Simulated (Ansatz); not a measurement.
# CH2OZn: the cost of one run

All numbers are computed with Ansatz 0.2.0 through its Python package. The levels of theory stand in the script.

## (1) The system

Bond lengths: C1–O2 1.398 Å, O2–Zn3 2.212 Å, C1–H4 1.137 Å, C1–H5 1.089 Å. Angles: C1–O2–Zn3 74.4°, O2–C1–H4 109.0°, O2–C1–H5 110.9°, H4–C1–H5 103.5°.

No structure file is read: the coordinates are typed or built in the script.

## (2) Script

File ch2ozn.py:

```python
# -*- coding: utf-8 -*-
"""Basis-set convergence for CH2OZn."""

import ansatz as az

GEOMETRY = """
C    -0.07020    0.08780   -0.44750
O    -0.92880   -0.48650    0.49510
Zn    1.09590   -1.20880    1.01730
H    -0.67450    0.76030   -1.13620
H     0.62750    0.77370    0.02990
"""

geometry = az.Crystal.molecule()
for line in GEOMETRY.strip().splitlines():
    symbol, *xyz = line.split()
    geometry = geometry.atom(symbol, [float(v) for v in xyz])

job = (
    geometry.calculation()
    .functional("pbe0", dispersion="d3bj")
)

energies = {}
for basis in ["STO-3G", "6-31G", "6-31G*", "def2-SVP", "def2-SVPD", "def2-TZVP", "def2-TZVPP"]:
    report = job.basis(gaussian=basis).run(threads=1, pin="off").report
    size = report["n_frozen"] + report["n_occupied"][0] + report["n_virtual"][0]
    energies[basis] = (report["reference_energy_ev"] / 27.211386246, report["free_energy_ev"] / 27.211386246)
    print(f"{basis:14s} {size:4d} orbitals  reference {energies[basis][0]:14.6f} Ha  total {energies[basis][1]:14.6f} Ha")

last = energies["def2-TZVPP"][1]
for basis, (_, total) in energies.items():
    print(f"{basis:14s} lies {27.211386 * (total - last):9.4f} eV above def2-TZVPP")
```

## (3) The calls as engine input

The engine receives this input (first run):

```yaml
crystal:
  periodic: [false, false, false]
  atoms:
    - { symbol: C, position_ang: [-0.0702, 0.0878, -0.4475] }
    - { symbol: O, position_ang: [-0.9288, -0.4865, 0.4951] }
    - { symbol: Zn, position_ang: [1.0959, -1.2088, 1.0173] }
    - { symbol: H, position_ang: [-0.6745, 0.7603, -1.1362] }
    - { symbol: H, position_ang: [0.6275, 0.7737, 0.0299] }
basis:
  gaussian:
    orbitals: STO-3G
hamiltonian:
  xc: pbe0
  dispersion: d3bj
```

## (4) Running it

Started as:

```bash
$ python ch2ozn.py
```

Q: Estimate wall time and peak memory on 1 thread of Arm Neoverse V1, shared host.

About 23 s, with a peak of 0.35 GiB.
